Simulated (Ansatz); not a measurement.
# CH5AlOS: the cost of one run

Method: the settings change from run to run; program: Ansatz 0.2.0, Gaussian basis.

### Step 1. The geometry

The geometry comes from an earlier relaxation with PBE0-D4 in a triple-zeta def2 set; it is a stationary point, not always the lowest conformer.

SMILES `[AlH2][O]CS`, 9 atoms, charge 0, spin multiplicity 1.

Atoms are counted from 1 here; the program's logs count them from 0.

Bond lengths: Al1–O2 1.771 Å, Al1–H5 1.586 Å, Al1–H6 1.584 Å, O2–C3 1.357 Å, C3–S4 1.887 Å, C3–H7 1.094 Å, C3–H8 1.098 Å, S4–H9 1.345 Å. Angles: O2–Al1–H5 116.5°, O2–Al1–H6 116.4°, H5–Al1–H6 122.7°, Al1–O2–C3 107.2°, O2–C3–S4 108.7°, O2–C3–H7 113.9°, O2–C3–H8 114.4°, S4–C3–H7 106.8°, S4–C3–H8 102.8°, H7–C3–H8 109.3°, C3–S4–H9 95.9°.

### Step 2. revPBE0/6-31++G**

Options: unrestricted orbitals.

in.yaml

```yaml
crystal:
  periodic: [false, false, false]
  atoms:
    - {symbol: Al, position_ang: [-0.076285, 1.248892, -0.676540]}
    - {symbol: O, position_ang: [-0.337182, -0.460556, -1.058979]}
    - {symbol: C, position_ang: [0.192412, -1.185122, -0.040803]}
    - {symbol: S, position_ang: [0.457465, -0.045863, 1.439438]}
    - {symbol: H, position_ang: [1.301814, 1.876487, -1.148992]}
    - {symbol: H, position_ang: [-1.374566, 2.122692, -0.428552]}
    - {symbol: H, position_ang: [-0.448640, -2.003826, 0.300624]}
    - {symbol: H, position_ang: [1.201960, -1.571426, -0.234915]}
    - {symbol: H, position_ang: [-0.828478, -0.027576, 1.831517]}
basis:
  gaussian: {orbitals: "6-31++G**"}
magnetization: {spin_polarized: true, initial_magnetization: 0}
hamiltonian: {xc: {name: revPBE0}}
```

Command:

```
> ansatz run in.yaml --threads 2 --pin off --events-out ev --progress --plain --max-ram 4352MiB
```

**Question.** How long does this run take on 2 threads of AMD EPYC 7R43, shared host, and how much memory does it need?

About 4.6 s, with a peak of 0.33 GiB.
